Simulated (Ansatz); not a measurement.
This session for a run that restarts from a saved state of Au, space group Im-3m with Ansatz 0.2.0, Python API holds a mistake.

Run as a notebook:

**Cell 1**
```python
import ansatz
```

**Cell 2**
```python
lattice = ansatz.Lattice.of(
    (-1.657269, 1.657269, 1.657269),
    (1.657269, -1.657269, 1.657269),
    (1.657269, 1.657269, -1.657269),
)
sites = [
    ('Au', (0.0, 0.0, 0.0)),
]
au = ansatz.Crystal(lattice=lattice)
for symbol, position in sites:
    au = au.atom(symbol, position)

calculation = (
    au.calculation()
    .functional('lda')
    .basis(35 * ansatz.Ry)
    .occupations(ansatz.OccupationsMethod.FERMI_DIRAC)
)
coarse = calculation.kpoints(*(4, 4, 4)).checkpoint(write='ground.run').run(threads=1, backend='cpu').report
warm = calculation.kpoints(*(9, 9, 9)).checkpoint(read='ground.run').run(threads=1, backend='cpu').report()
cold = calculation.kpoints(*(9, 9, 9)).run(threads=1, backend='cpu').report
for label, data in (('coarse', coarse), ('fine, from the saved density', warm), ('fine, fresh start', cold)):
    print(f'{label:30s} F = {data["free_energy_ev"]:.5f} eV  iterations {data["n_iterations"]}')
```
Output:
```text
Traceback (most recent call last):
  File "<cell 2>", line 20, in <module>
    warm = calculation.kpoints(*(9, 9, 9)).checkpoint(read='ground.run').run(threads=1, backend='cpu').report()
TypeError: 'dict' object is not callable
```

Find the fault and give the corrected session.

The fault: report is a dict, not a method. The change:

```diff
--- before
+++ after
@@
 coarse = calculation.kpoints(*(4, 4, 4)).checkpoint(write='ground.run').run(threads=1, backend='cpu').report
-warm = calculation.kpoints(*(9, 9, 9)).checkpoint(read='ground.run').run(threads=1, backend='cpu').report()
+warm = calculation.kpoints(*(9, 9, 9)).checkpoint(read='ground.run').run(threads=1, backend='cpu').report
 cold = calculation.kpoints(*(9, 9, 9)).run(threads=1, backend='cpu').report
```

Notebook, run cell by cell (the value of a cell's last expression is shown):

(earlier cells as before)

**Cell 2**
```python
lattice = ansatz.Lattice.of(
    (-1.657269, 1.657269, 1.657269),
    (1.657269, -1.657269, 1.657269),
    (1.657269, 1.657269, -1.657269),
)
sites = [
    ('Au', (0.0, 0.0, 0.0)),
]
au = ansatz.Crystal(lattice=lattice)
for symbol, position in sites:
    au = au.atom(symbol, position)

calculation = (
    au.calculation()
    .functional('lda')
    .basis(35 * ansatz.Ry)
    .occupations(ansatz.OccupationsMethod.FERMI_DIRAC)
)
coarse = calculation.kpoints(*(4, 4, 4)).checkpoint(write='ground.run').run(threads=1, backend='cpu').report
warm = calculation.kpoints(*(9, 9, 9)).checkpoint(read='ground.run').run(threads=1, backend='cpu').report
cold = calculation.kpoints(*(9, 9, 9)).run(threads=1, backend='cpu').report
for label, data in (('coarse', coarse), ('fine, from the saved density', warm), ('fine, fresh start', cold)):
    print(f'{label:30s} F = {data["free_energy_ev"]:.5f} eV  iterations {data["n_iterations"]}')
```
Output:
```text
coarse                         F = -12864.67403 eV  iterations 6
fine, from the saved density   F = -12864.86523 eV  iterations 6
fine, fresh start              F = -12864.86523 eV  iterations 6
```

Absolute energies stand on the zero of these potentials, so only differences at equal settings mean something. A total without «per atom» is that of the cell as typed. The mesh is modest for a metal, so energies can be off by several to tens of meV an atom and pressures by half a GPa or more; differences at equal mesh fare better. Spin-orbit coupling, which matters for elements this heavy, is left out. This isn't the structure that Au takes at ambient conditions. Finished in 2.5 s on 1 thread of Intel(R) Xeon(R) Platinum 8375C CPU @ 2.90GHz (Ice Lake) (shared host), peak memory 0.34 GiB.
